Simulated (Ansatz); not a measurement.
# F3H3OTi: the cost of one run

Method: RKS PBE-D4/def2-SVP, in Ansatz 0.2.0.

## Step 1: The structure to begin with

Bond lengths: Ti1–O2 2.270 Å, O2–H3 1.010 Å, Ti1–F4 1.830 Å, Ti1–F5 1.829 Å, Ti1–F6 1.829 Å, Ti1–H7 2.000 Å, Ti1–H8 2.168 Å. Angles (14 of 16 angles, heavy atoms first): O2–Ti1–F4 109.4°, O2–Ti1–F5 109.5°, O2–Ti1–F6 109.5°, F4–Ti1–F5 109.5°, F4–Ti1–F6 109.5°, F5–Ti1–F6 109.5°, Ti1–O2–H3 109.5°, O2–Ti1–H7 71.6°, O2–Ti1–H8 41.9°, F4–Ti1–H7 67.2°, F4–Ti1–H8 84.3°, F5–Ti1–H7 176.6°, F5–Ti1–H8 151.3°, F6–Ti1–H7 72.8°.

As a file:

```xyz
8

Ti    0.0000    0.0000    0.0000
O     0.0000    0.0000    2.2700
H    -0.9095   -0.2814    2.6071
F     1.7257    0.0000   -0.6094
F    -0.8619    1.4933   -0.6094
F    -0.8619   -1.4933   -0.6094
H     1.0439   -1.5851    0.6306
H     0.7967   -1.2098    1.6134
```

## Step 2: Pulling towards end A

Springs on the bonds that form and break draw the guess towards this end; the thresholds are loose.

input.yaml

```yaml
crystal:
  periodic: [false, false, false]
  atoms:
    - { symbol: Ti, position_ang: [0.0, 0.0, 0.0] }
    - { symbol: O, position_ang: [0.0, 0.0, 2.27] }
    - { symbol: H, position_ang: [-0.9095, -0.2814, 2.6071] }
    - { symbol: F, position_ang: [1.7257, 0.0, -0.6094] }
    - { symbol: F, position_ang: [-0.8619, 1.4933, -0.6094] }
    - { symbol: F, position_ang: [-0.8619, -1.4933, -0.6094] }
    - { symbol: H, position_ang: [1.0439, -1.5851, 0.6306] }
    - { symbol: H, position_ang: [0.7967, -1.2098, 1.6134] }
basis:
  gaussian: { orbitals: def2-SVP }
hamiltonian:
  xc: pbe
  dispersion: d4
relax:
  f_tol: 0.15
  max_steps: 25
  restrain:
    - { distance: [0, 6], at: 2.9, k: 30.0 }
    - { distance: [7, 1], at: 2.21, k: 30.0 }
    - { distance: [0, 1], at: 1.92, k: 30.0 }
    - { distance: [7, 6], at: 0.66, k: 30.0 }
```

The run is started by

```sh
$ ansatz run input.yaml --threads 2 --pin off --max-ram 3072MiB --backend cpu --events-out ev --progress --plain --runs-dir out
```

Q: Estimate wall time and peak memory on 2 threads of Arm Neoverse V1, shared host.

About 21 s, with a peak of 0.15 GiB.
